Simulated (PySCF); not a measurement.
**Solver options tried on SiBr**

The same problem is solved with other solver options, one edit a run.

Program: PySCF 2.14.0. Level of theory: method and basis as typed in the scripts. These are calculated values, not measurements.

2 further runs of the same task are left out: 2 that didn't finish.

## 1. The starting structure

SiBr: 2 atoms, charge 0, spin multiplicity 2.

Bond lengths: Si1–Br2 2.230 Å.

## 2. The base run

The input, input.py:

```python
from pyscf import gto, dft

mol = gto.M(
    atom='Si 0 0 0; Br 0 0 2.23',
    basis='6-31g*',
    charge=0,
    spin=1,
    verbose=4,
)
mf = dft.ROKS(mol, xc='revtpss')
mf = mf.density_fit(auxbasis='def2-universal-jkfit')
mf.kernel()
mf.analyze()
print('orbital energies (hartree):', mf.mo_energy[..., max(0, mol.nelec[1]-3):mol.nelec[0]+3].round(4))
```

On the command line:

```
$ OMP_NUM_THREADS=1 python input.py
```

Its log is not repeated here.

Base result: E(SCF) = -2862.501842 Eh, 9 cycles, μ = 0.71 D.

The bond length is a typed value, not an optimised one.

## 3. Initial guess vsap

Variant 1 changes initial guess: minao → vsap.

input.py: that of step 2 with these lines changed.

```diff
@@ -11,2 +11,3 @@
 mf = mf.density_fit(auxbasis='def2-universal-jkfit')
+mf.init_guess = 'vsap'
 mf.kernel()
```

On the command line:

```
$ OMP_NUM_THREADS=1 python input.py
```

What it wrote:

```text
PySCF version 2.14.0

[INPUT] verbose = 4
[INPUT] num. atoms = 2
[INPUT] num. electrons = 49
[INPUT] charge = 0
[INPUT] spin (= nelec alpha-beta = 2S) = 1
[INPUT] symmetry False subgroup None
[INPUT] Mole.unit = angstrom
[INPUT] Symbol           X                Y                Z      unit          X                Y                Z       unit  Magmom
[INPUT]  1 Si     0.000000000000   0.000000000000   0.000000000000 AA    0.000000000000   0.000000000000   0.000000000000 Bohr   0.0
[INPUT]  2 Br     0.000000000000   0.000000000000   2.230000000000 AA    0.000000000000   0.000000000000   4.214089257780 Bohr   0.0

nuclear repulsion = 116.276606883767
number of shells = 20
number of NR pGTOs = 146
number of NR cGTOs = 50
basis = 6-31g*
ecp = {}

******** <class 'pyscf.df.df_jk.DFROKS'> ********
method = DFROKS
initial guess = vsap
damping factor = 0
level_shift factor = 0
DIIS = <class 'pyscf.scf.diis.CDIIS'>
diis_start_cycle = 1
diis_space = 8
diis_damp = 0
SCF conv_tol = 1e-09
SCF conv_tol_grad = None
SCF max_cycles = 50
direct_scf = False
num. doubly occ = 24  num. singly occ = 1
XC library pyscf.dft.libxc version 7.0.0
    S. Lehtola, C. Steigemann, M. J.T. Oliveira, and M. A.L. Marques.,  SoftwareX 7, 1–5 (2018)
XC functionals = revtpss
    J. P. Perdew, A. Ruzsinszky, G. I. Csonka, L. A. Constantin, and J. Sun.,  Phys. Rev. Lett. 103, 026403 (2009)
    J. P. Perdew, A. Ruzsinszky, G. I. Csonka, L. A. Constantin, and J. Sun.,  Phys. Rev. Lett. 106, 179902 (2011)
    J. P. Perdew, A. Ruzsinszky, G. I. Csonka, L. A. Constantin, and J. Sun.,  Phys. Rev. Lett. 103, 026403 (2009)
    J. P. Perdew, A. Ruzsinszky, G. I. Csonka, L. A. Constantin, and J. Sun.,  Phys. Rev. Lett. 106, 179902 (2011)
radial grids:
    Treutler-Ahlrichs [JCP 102, 346 (1995); DOI:10.1063/1.469408] (M4) radial grids

becke partition: Becke, JCP 88, 2547 (1988); DOI:10.1063/1.454033
pruning grids: <function nwchem_prune>
grids dens level: 3
symmetrized grids: False
atomic radii adjust function: <function treutler_atomic_radii_adjust>
small_rho_cutoff = 0
Set gradient conv threshold to 3.16228e-05
tot grids = 39608

WARN: HOMO -0.113911913026516 >= LUMO -0.113911913026506

init E= -2862.44040161779

WARN: HOMO -0.122444640539503 >= LUMO -0.12622236010812

cycle= 1 E= -2862.40118847729  delta_E= 0.0392  |g|= 0.458  |ddm|= 1.03

WARN: HOMO -0.103867590058089 >= LUMO -0.117653938752801

cycle= 2 E= -2862.31768244353  delta_E= 0.0835  |g|= 0.617  |ddm|= 1.48

WARN: HOMO -0.134588187311597 >= LUMO -0.141503652303863

cycle= 3 E= -2862.49989340629  delta_E= -0.182  |g|= 0.121  |ddm|= 0.923

WARN: HOMO -0.130163308394505 >= LUMO -0.137159001112136

cycle= 4 E= -2862.50161948305  delta_E= -0.00173  |g|= 0.0262  |ddm|= 0.0764

WARN: HOMO -0.133308842145583 >= LUMO -0.139823213149295

cycle= 5 E= -2862.50176052491  delta_E= -0.000141  |g|= 0.0135  |ddm|= 0.0372

WARN: HOMO -0.131726458367652 >= LUMO -0.138424344395858

cycle= 6 E= -2862.50184224182  delta_E= -8.17e-05  |g|= 0.000424  |ddm|= 0.0148

WARN: HOMO -0.131676454321918 >= LUMO -0.138382013346068

cycle= 7 E= -2862.50184229801  delta_E= -5.62e-08  |g|= 7.79e-05  |ddm|= 0.000486

WARN: HOMO -0.131690214408694 >= LUMO -0.138396264737137

cycle= 8 E= -2862.50184230093  delta_E= -2.92e-09  |g|= 1.06e-05  |ddm|= 0.000133

WARN: HOMO -0.131688984009029 >= LUMO -0.138395752693891

cycle= 9 E= -2862.50184230099  delta_E= -6.23e-11  |g|= 1.17e-06  |ddm|= 2.88e-05

WARN: HOMO -0.131688403025172 >= LUMO -0.138395298466845

Extra cycle  E= -2862.50184230099  delta_E= 2.27e-12  |g|= 1.74e-06  |ddm|= 1.77e-05
converged SCF energy = -2862.50184230099
**** SCF Summaries ****
Total Energy =                       -2862.501842300987391
Nuclear Repulsion Energy =             116.276606883766846
One-electron Energy =                -4213.751780835002137
Two-electron Energy =                 1234.973331650247928
Two-electron Coulomb Energy =         1346.327931821119364
DFT Exchange-Correlation Energy =     -111.354600170871407
HOMO-LUMO gap [eV] =                    -0.182503920859146
**** MO energy ****
                Roothaan           | alpha              | beta
MO #1   energy= -481.716344274343  | -481.716426601996  | -481.71626194669   occ= 2
MO #2   energy= -65.7625830749023  | -65.7637959744819  | -65.7613701753229  occ= 2
MO #3   energy= -61.9506255929789  | -61.9506831401148  | -61.9505680458434  occ= 2
MO #4   energy= -55.7498808203247  | -55.7499362858138  | -55.749825354836   occ= 2
MO #5   energy= -55.7488604881626  | -55.7489078921319  | -55.7488130841932  occ= 2
MO #6   energy= -55.7478010116578  | -55.7480042134941  | -55.7475978098214  occ= 2
MO #7   energy= -8.49576517832192  | -8.4958898918279   | -8.49564046481601  occ= 2
MO #8   energy= -6.33164888386699  | -6.33173787984531  | -6.33155988788864  occ= 2
MO #9   energy= -6.32730565259041  | -6.32738215464422  | -6.3272291505366   occ= 2
MO #10  energy= -6.32393657692197  | -6.32421470657895  | -6.32365844726521  occ= 2
MO #11  energy= -5.16716289958591  | -5.16847059561918  | -5.16585520355267  occ= 2
MO #12  energy= -3.52999781635965  | -3.53082610883631  | -3.529169523883    occ= 2
MO #13  energy= -3.52490583876385  | -3.52577095793363  | -3.52404071959409  occ= 2
MO #14  energy= -3.5202798838075   | -3.52433554424212  | -3.51622422347006  occ= 2
MO #15  energy= -2.48565361330643  | -2.48576548353436  | -2.48554174307849  occ= 2
MO #16  energy= -2.48477817337627  | -2.48486889058356  | -2.48468745616897  occ= 2
MO #17  energy= -2.48228945645566  | -2.48258906907675  | -2.48198984383511  occ= 2
MO #18  energy= -2.47892019014879  | -2.47919244336068  | -2.4786479369369   occ= 2
MO #19  energy= -2.47861487716843  | -2.47892246611362  | -2.47830728822322  occ= 2
MO #20  energy= -0.737061944843428 | -0.738498783524528 | -0.735625106162336 occ= 2
MO #21  energy= -0.438672052983827 | -0.448304031174549 | -0.429040074793103 occ= 2
MO #22  energy= -0.301212600289119 | -0.302368111750195 | -0.300057088828067 occ= 2
MO #23  energy= -0.294139524116463 | -0.298399219452901 | -0.289879804015129 occ= 2
MO #24  energy= -0.288203951438178 | -0.295912326076111 | -0.280495576800227 occ= 2
MO #25  energy= -0.138395298466845 | -0.144667945322791 | -0.132122651608172 occ= 0
MO #26  energy= -0.131688403025172 | -0.161582319711456 | -0.101794525289668 occ= 1
MO #27  energy= -0.0279105298919502 | -0.033932065988366 | -0.0218889937955539 occ= 0
MO #28  energy= 0.143271680437046  | 0.138679122135147  | 0.147864238738926  occ= 0
MO #29  energy= 0.211103177645691  | 0.206855556600784  | 0.215350798690587  occ= 0
MO #30  energy= 0.231245593498106  | 0.227736160572376  | 0.234755026423885  occ= 0
MO #31  energy= 0.239807017472931  | 0.22923316942287   | 0.250380873462474  occ= 0
MO #32  energy= 0.267996823945359  | 0.265596777383236  | 0.270396870507478  occ= 0
MO #33  energy= 0.324535660554     | 0.323565795994362  | 0.325505525113632  occ= 0
MO #34  energy= 0.330288161828432  | 0.327478557118147  | 0.333097766440569  occ= 0
MO #35  energy= 0.403482746664651  | 0.40093571948498   | 0.40602977384432   occ= 0
MO #36  energy= 0.417958309854701  | 0.414838024912921  | 0.421078594796501  occ= 0
MO #37  energy= 0.428564991701812  | 0.418944841352241  | 0.438185148550258  occ= 0
MO #38  energy= 0.519835897583301  | 0.509144487294985  | 0.530527307871452  occ= 0
MO #39  energy= 0.519977134767785  | 0.508818843904978  | 0.531135425630595  occ= 0
MO #40  energy= 0.575294360040619  | 0.566406203796262  | 0.584182516284959  occ= 0
MO #41  energy= 0.576395562853366  | 0.564608526183227  | 0.588182599523502  occ= 0
MO #42  energy= 0.591663631953382  | 0.580998085905571  | 0.6023291780012    occ= 0
MO #43  energy= 0.725053588253784  | 0.720433695563589  | 0.729673480943999  occ= 0
MO #44  energy= 0.736821866386998  | 0.724985306270697  | 0.748658426433216  occ= 0
MO #45  energy= 1.02073895042055   | 1.01469792605379   | 1.02677997478727   occ= 0
MO #46  energy= 4.64026411534137   | 4.63951453201405   | 4.6410136986687    occ= 0
MO #47  energy= 4.64028421470074   | 4.63952403008286   | 4.64104439931862   occ= 0
MO #48  energy= 4.6611643420877    | 4.66060063717831   | 4.66172804699709   occ= 0
MO #49  energy= 4.66530083722454   | 4.66433020394819   | 4.66627147051189   occ= 0
MO #50  energy= 4.82046861178347   | 4.81964324407823   | 4.8212939794887    occ= 0
 ** Mulliken pop on meta-lowdin orthogonal AOs  **
 ** Mulliken pop  **
pop of  0 Si 1s           2.00000
pop of  0 Si 2s           1.99985
pop of  0 Si 3s           1.89389
pop of  0 Si 4s           0.01072
pop of  0 Si 2px          1.99988
pop of  0 Si 2py          1.99981
pop of  0 Si 2pz          1.99982
pop of  0 Si 3px          1.06953
pop of  0 Si 3py          0.20892
pop of  0 Si 3pz          0.63412
pop of  0 Si 4px          0.00205
pop of  0 Si 4py          0.00079
pop of  0 Si 4pz          0.01078
pop of  0 Si 3dxy         0.00000
pop of  0 Si 3dyz         0.00427
pop of  0 Si 3dz^2        0.00905
pop of  0 Si 3dxz         0.00389
pop of  0 Si 3dx2-y2      0.00016
pop of  1 Br 1s           2.00000
pop of  1 Br 2s           1.99994
pop of  1 Br 3s           1.99918
pop of  1 Br 4s           1.91279
pop of  1 Br 5s           0.00220
pop of  1 Br 2px          2.00000
pop of  1 Br 2py          2.00000
pop of  1 Br 2pz          2.00000
pop of  1 Br 3px          1.99988
pop of  1 Br 3py          1.99985
pop of  1 Br 3pz          1.99982
pop of  1 Br 4px          1.91597
pop of  1 Br 4py          1.78670
pop of  1 Br 4pz          1.51625
pop of  1 Br 5px          0.00170
pop of  1 Br 5py          0.00016
pop of  1 Br 5pz          0.00459
pop of  1 Br 3dxy         1.99977
pop of  1 Br 3dyz         1.99972
pop of  1 Br 3dz^2        1.99969
pop of  1 Br 3dxz         1.99973
pop of  1 Br 3dx2-y2      1.99977
pop of  1 Br 4dxy         0.00023
pop of  1 Br 4dyz         0.00278
pop of  1 Br 4dz^2        0.00696
pop of  1 Br 4dxz         0.00409
pop of  1 Br 4dx2-y2      0.00024
pop of  1 Br 5dxy         0.00001
pop of  1 Br 5dyz         0.00009
pop of  1 Br 5dz^2        0.00021
pop of  1 Br 5dxz         0.00019
pop of  1 Br 5dx2-y2      0.00001
 ** Mulliken atomic charges  **
charge of    0Si =      0.15249
charge of    1Br =     -0.15249
Dipole moment(X, Y, Z, Debye): -0.00000, -0.00000, -0.71405
orbital energies (hartree): [-0.3012 -0.2941 -0.2882 -0.1384 -0.1317 -0.0279  0.1433]
```

It took 6.8 s on 1 thread of Arm Neoverse V1, shared host.

Outcome: E(SCF) = -2862.501842 Eh (no change), 9 cycles, μ = 0.71 D.

## 4. Level shift 0.3 hartree

Variant 2 changes level shift: none → 0.3 hartree.

input.py: that of step 2 with these lines changed.

```diff
@@ -11,2 +11,3 @@
 mf = mf.density_fit(auxbasis='def2-universal-jkfit')
+mf.level_shift = 0.3
 mf.kernel()
```

On the command line:

```
$ OMP_NUM_THREADS=1 python input.py
```

What it wrote:

```text
[... 22 set-up lines left out, the same as in an earlier log ...]
initial guess = minao
[... 1 set-up line left out, the same as in an earlier log ...]
level_shift factor = 0.3
[... 27 set-up lines left out, the same as in an earlier log ...]
init E= -2861.51821094022

WARN: HOMO 0.0802317428077397 >= LUMO 0.080231742807747

cycle= 1 E= -2862.474156051  delta_E= -0.956  |g|= 0.248  |ddm|= 1.11
  HOMO = -0.0161143637982839  LUMO = 0.12780357284882  gap/eV = 3.91621
cycle= 2 E= -2862.49247996348  delta_E= -0.0183  |g|= 0.149  |ddm|= 0.438
  HOMO = 0.0181353375844733  LUMO = 0.161017123225569  gap/eV = 3.88801
cycle= 3 E= -2862.50070872822  delta_E= -0.00823  |g|= 0.0515  |ddm|= 0.132
  HOMO = 0.0191465740994863  LUMO = 0.162132060868657  gap/eV = 3.89083
cycle= 4 E= -2862.50166527911  delta_E= -0.000957  |g|= 0.0179  |ddm|= 0.0428
  HOMO = 0.0192988614847449  LUMO = 0.162448018535506  gap/eV = 3.89529
cycle= 5 E= -2862.50182975967  delta_E= -0.000164  |g|= 0.00348  |ddm|= 0.0208
  HOMO = 0.0183072202447336  LUMO = 0.161599853897032  gap/eV = 3.89919
cycle= 6 E= -2862.50184032221  delta_E= -1.06e-05  |g|= 0.00118  |ddm|= 0.00566
  HOMO = 0.0183514891289249  LUMO = 0.161634289230025  gap/eV = 3.89892
cycle= 7 E= -2862.50184201031  delta_E= -1.69e-06  |g|= 0.000464  |ddm|= 0.00246
  HOMO = 0.0183278510923577  LUMO = 0.161616857205765  gap/eV = 3.89909
cycle= 8 E= -2862.50184229022  delta_E= -2.8e-07  |g|= 0.000221  |ddm|= 0.000991
  HOMO = 0.0183125933701902  LUMO = 0.161603787464632  gap/eV = 3.89915
cycle= 9 E= -2862.50184235024  delta_E= -6e-08  |g|= 9.9e-05  |ddm|= 0.000414
  HOMO = 0.0183118282190495  LUMO = 0.161604758496364  gap/eV = 3.89920
cycle= 10 E= -2862.50184236237  delta_E= -1.21e-08  |g|= 5.23e-05  |ddm|= 0.000179
  HOMO = 0.0183118508502558  LUMO = 0.161605074456265  gap/eV = 3.89921
cycle= 11 E= -2862.5018423653  delta_E= -2.93e-09  |g|= 2.84e-05  |ddm|= 8.08e-05
  HOMO = 0.0183110754098639  LUMO = 0.16160444151318  gap/eV = 3.89921
cycle= 12 E= -2862.50184236602  delta_E= -7.28e-10  |g|= 1.65e-05  |ddm|= 3.71e-05

WARN: HOMO -0.131685531279055 >= LUMO -0.13839297566626

Extra cycle  E= -2862.50184236542  delta_E= 6.06e-10  |g|= 4.39e-05  |ddm|= 9.39e-05
converged SCF energy = -2862.50184236542
**** SCF Summaries ****
Total Energy =                       -2862.501842365419179
Nuclear Repulsion Energy =             116.276606883766846
One-electron Energy =                -4213.752338627065910
Two-electron Energy =                 1234.973889377879914
Two-electron Coulomb Energy =         1346.328505872108053
DFT Exchange-Correlation Energy =     -111.354616494228154
HOMO-LUMO gap [eV] =                    -0.182518858427937
**** MO energy ****
                Roothaan           | alpha              | beta
MO #1   energy= -481.716354993576  | -481.716437333742  | -481.716272653409  occ= 2
MO #2   energy= -65.7625757979992  | -65.7637886810094  | -65.7613629149894  occ= 2
MO #3   energy= -61.9506357809343  | -61.9506933350304  | -61.9505782268386  occ= 2
MO #4   energy= -55.7498910167401  | -55.7499464887594  | -55.749835544721   occ= 2
MO #5   energy= -55.748870802401   | -55.748918213052   | -55.7488233917497  occ= 2
MO #6   energy= -55.7478113001658  | -55.7480145310357  | -55.7476080692957  occ= 2
MO #7   energy= -8.49577450081993  | -8.49589923152313  | -8.49564977011675  occ= 2
MO #8   energy= -6.33165792797797  | -6.33174693460409  | -6.33156892135182  occ= 2
MO #9   energy= -6.32731512489271  | -6.32739163790237  | -6.32723861188306  occ= 2
MO #10  energy= -6.32394599220434  | -6.32422416149254  | -6.32366782291244  occ= 2
MO #11  energy= -5.16715641500028  | -5.16846410340012  | -5.16584872660044  occ= 2
MO #12  energy= -3.5299912515507   | -3.53081957376407  | -3.52916292933733  occ= 2
MO #13  energy= -3.52489944228797  | -3.52576456474763  | -3.52403431982834  occ= 2
MO #14  energy= -3.52027325511109  | -3.52432884022711  | -3.51621767072108  occ= 2
MO #15  energy= -2.4856627257563   | -2.48577460581747  | -2.48555084569513  occ= 2
MO #16  energy= -2.48478733802531  | -2.48487806570432  | -2.4846966103463   occ= 2
MO #17  energy= -2.48229858138402  | -2.48259823265725  | -2.48199893011027  occ= 2
MO #18  energy= -2.47892878361217  | -2.4792010775098   | -2.47865648971454  occ= 2
MO #19  energy= -2.47862510824336  | -2.47893274512881  | -2.47831747135788  occ= 2
MO #20  energy= -0.737067080947191 | -0.738504054782718 | -0.735630107111677 occ= 2
MO #21  energy= -0.438671992454401 | -0.448303350760667 | -0.429040634148142 occ= 2
MO #22  energy= -0.301217073536376 | -0.302372567074515 | -0.300061579998219 occ= 2
MO #23  energy= -0.294144547991785 | -0.298403820921398 | -0.289884210958797 occ= 2
MO #24  energy= -0.288203733136366 | -0.295912425856156 | -0.28049504041658  occ= 2
MO #25  energy= -0.13839297566626  | -0.144665437606645 | -0.132120513710433 occ= 0
MO #26  energy= -0.131685531279055 | -0.161579742914421 | -0.101792587945846 occ= 1
MO #27  energy= -0.027909606539251 | -0.0339309334812063 | -0.0218882795973121 occ= 0
MO #28  energy= 0.14327206195127   | 0.138679692727854  | 0.147864431174692  occ= 0
MO #29  energy= 0.211104876609465  | 0.206857247090787  | 0.215352506128134  occ= 0
MO #30  energy= 0.231248070627465  | 0.227738894003724  | 0.234757247251239  occ= 0
MO #31  energy= 0.239809424163342  | 0.229235798886712  | 0.250383184600646  occ= 0
MO #32  energy= 0.267993662119938  | 0.265593482370951  | 0.27039384186894   occ= 0
MO #33  energy= 0.324532562497471  | 0.32356261365259   | 0.325502511342302  occ= 0
MO #34  energy= 0.330285044808417  | 0.327475341247324  | 0.333094745646994  occ= 0
MO #35  energy= 0.403481121593355  | 0.400933938817324  | 0.406028304369372  occ= 0
MO #36  energy= 0.417957527225899  | 0.414837404655606  | 0.421077649796194  occ= 0
MO #37  energy= 0.428563853361549  | 0.418943801905841  | 0.438183974767877  occ= 0
MO #38  energy= 0.51983603828202   | 0.509145976188098  | 0.530526100376042  occ= 0
MO #39  energy= 0.519975207566459  | 0.508819019732254  | 0.53113139540067   occ= 0
MO #40  energy= 0.57529439713921   | 0.566404741401197  | 0.584184052877226  occ= 0
MO #41  energy= 0.57639372658854   | 0.564605383282812  | 0.588182069894286  occ= 0
MO #42  energy= 0.591663845081639  | 0.580997932068039  | 0.602329758095244  occ= 0
MO #43  energy= 0.725053094244169  | 0.720433327835628  | 0.729672860652708  occ= 0
MO #44  energy= 0.736821239191436  | 0.724984439757193  | 0.748658040994312  occ= 0
MO #45  energy= 1.02073759151504   | 1.01469635840878   | 1.02677882462127   occ= 0
MO #46  energy= 4.64025634539603   | 4.639506511089     | 4.64100617970306   occ= 0
MO #47  energy= 4.64027497877031   | 4.6395148578773    | 4.64103509966334   occ= 0
MO #48  energy= 4.66115638928654   | 4.66059268703961   | 4.66172009153349   occ= 0
MO #49  energy= 4.66529284050074   | 4.66432209176654   | 4.66626358938268   occ= 0
MO #50  energy= 4.82046085220518   | 4.81963542810188   | 4.82128627630849   occ= 0
 ** Mulliken pop on meta-lowdin orthogonal AOs  **
 ** Mulliken pop  **
pop of  0 Si 1s           2.00000
pop of  0 Si 2s           1.99985
pop of  0 Si 3s           1.89389
pop of  0 Si 4s           0.01072
pop of  0 Si 2px          1.99981
pop of  0 Si 2py          1.99988
pop of  0 Si 2pz          1.99982
pop of  0 Si 3px          0.24916
pop of  0 Si 3py          1.02925
pop of  0 Si 3pz          0.63411
pop of  0 Si 4px          0.00085
pop of  0 Si 4py          0.00199
pop of  0 Si 4pz          0.01078
pop of  0 Si 3dxy         0.00003
pop of  0 Si 3dyz         0.00391
pop of  0 Si 3dz^2        0.00904
pop of  0 Si 3dxz         0.00425
pop of  0 Si 3dx2-y2      0.00013
pop of  1 Br 1s           2.00000
pop of  1 Br 2s           1.99994
pop of  1 Br 3s           1.99918
pop of  1 Br 4s           1.91279
pop of  1 Br 5s           0.00220
pop of  1 Br 2px          2.00000
pop of  1 Br 2py          2.00000
pop of  1 Br 2pz          2.00000
pop of  1 Br 3px          1.99985
pop of  1 Br 3py          1.99988
pop of  1 Br 3pz          1.99982
pop of  1 Br 4px          1.79277
pop of  1 Br 4py          1.90993
pop of  1 Br 4pz          1.51627
pop of  1 Br 5px          0.00023
pop of  1 Br 5py          0.00163
pop of  1 Br 5pz          0.00459
pop of  1 Br 3dxy         1.99977
pop of  1 Br 3dyz         1.99973
pop of  1 Br 3dz^2        1.99969
pop of  1 Br 3dxz         1.99972
pop of  1 Br 3dx2-y2      1.99977
pop of  1 Br 4dxy         0.00023
pop of  1 Br 4dyz         0.00403
pop of  1 Br 4dz^2        0.00696
pop of  1 Br 4dxz         0.00284
pop of  1 Br 4dx2-y2      0.00024
pop of  1 Br 5dxy         0.00001
pop of  1 Br 5dyz         0.00019
pop of  1 Br 5dz^2        0.00021
pop of  1 Br 5dxz         0.00009
pop of  1 Br 5dx2-y2      0.00001
 ** Mulliken atomic charges  **
charge of    0Si =      0.15253
charge of    1Br =     -0.15253
Dipole moment(X, Y, Z, Debye): -0.00000, -0.00000, -0.71459
orbital energies (hartree): [-0.3012 -0.2941 -0.2882 -0.1384 -0.1317 -0.0279  0.1433]
```

Wall time 7.9 s (1 thread of Arm Neoverse V1, shared host).

Result: E(SCF) = -2862.501842 Eh (no change), 12 cycles, μ = 0.71 D.

## 5. All runs together

```
                    run  E(SCF) (hartree)  from base (eV)  cycles  SCF dipole (D)
                   base      -2862.501842               0       9            0.71
     initial guess vsap      -2862.501842          0.0000       9            0.71
level shift 0.3 hartree      -2862.501842          0.0000      12            0.71
```

Wall time on 1 thread of Arm Neoverse V1, shared host, start-up included: base 6.2 s; initial guess vsap 6.8 s; level shift 0.3 hartree 7.9 s.

Distance from each run's final energy (log10 hartree) by cycle:

```
                    run  cycle 1  cycle 2  cycle 3  cycle 5  cycle 8  cycle 12
                   base     -1.8     -1.0     -3.0     -5.8    -10.4      done
     initial guess vsap     -1.0     -0.7     -2.7     -4.1    -10.2      done
level shift 0.3 hartree     -1.6     -2.0     -2.9     -4.9     -7.1      -9.2
```

**Reading.** No change of the SCF energy comes from initial guess vsap or level shift 0.3 hartree. The base needs 9 cycles and the run with level shift 0.3 hartree needs 12.
